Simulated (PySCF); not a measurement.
# C8H17P: the cost of one run

Programs: PySCF 2.14.0, with routines of our own; each step states its level. All values are computed. Atoms count from 0.

## Step 1: The starting structure

26 atoms, charge 0, multiplicity 1; geometry from: GFN2-xTB.

## Step 2: Relaxing the molecule at B3LYP/6-31+G*

What the job is given:

```
{"job": {"xc": "B3LYP", "basis": "6-31+G*", "grid": 1, "kind": "geom"}, "charge": 0, "multiplicity": 1}
C     -3.128014     1.387108    -0.614377
C     -3.012323    -0.119411    -0.429871
C     -1.675580    -0.519489     0.195456
C     -1.638855    -2.017457     0.492671
P     -0.249794    -0.073842    -0.960059
C      0.993750     0.088843     0.143682
C      2.402468     0.394556    -0.254677
C      3.296204    -0.814401     0.037174
C      2.909173     1.624335     0.500925
H     -3.059123     1.896433     0.344831
H     -2.322358     1.749283    -1.252637
H     -4.077604     1.646541    -1.076541
H     -3.824376    -0.471953     0.212490
H     -3.119346    -0.613934    -1.398679
H     -1.540270     0.036089     1.130927
H     -0.688026    -2.298775     0.942400
H     -1.766585    -2.590254    -0.424824
H     -2.440070    -2.288201     1.179621
H      0.830110    -0.038972     1.208462
H      2.433949     0.599774    -1.330775
H      4.323257    -0.606222    -0.254999
H      2.947130    -1.683869    -0.515895
H      3.279391    -1.051152     1.099538
H      2.890440     1.444600     1.574473
H      3.931359     1.854903     0.209267
H      2.284047     2.488080     0.284535
```

Started as:

```sh
$ OMP_NUM_THREADS=4 python excited_run.py task.json out
```

The driver reads the jobs from task.json and runs them one after another.

Q: Estimate the wall time and peak memory of this first job on 4 threads of Intel Xeon Platinum 8488C, shared host.

About 75 s, with a peak of 1.2 GiB.
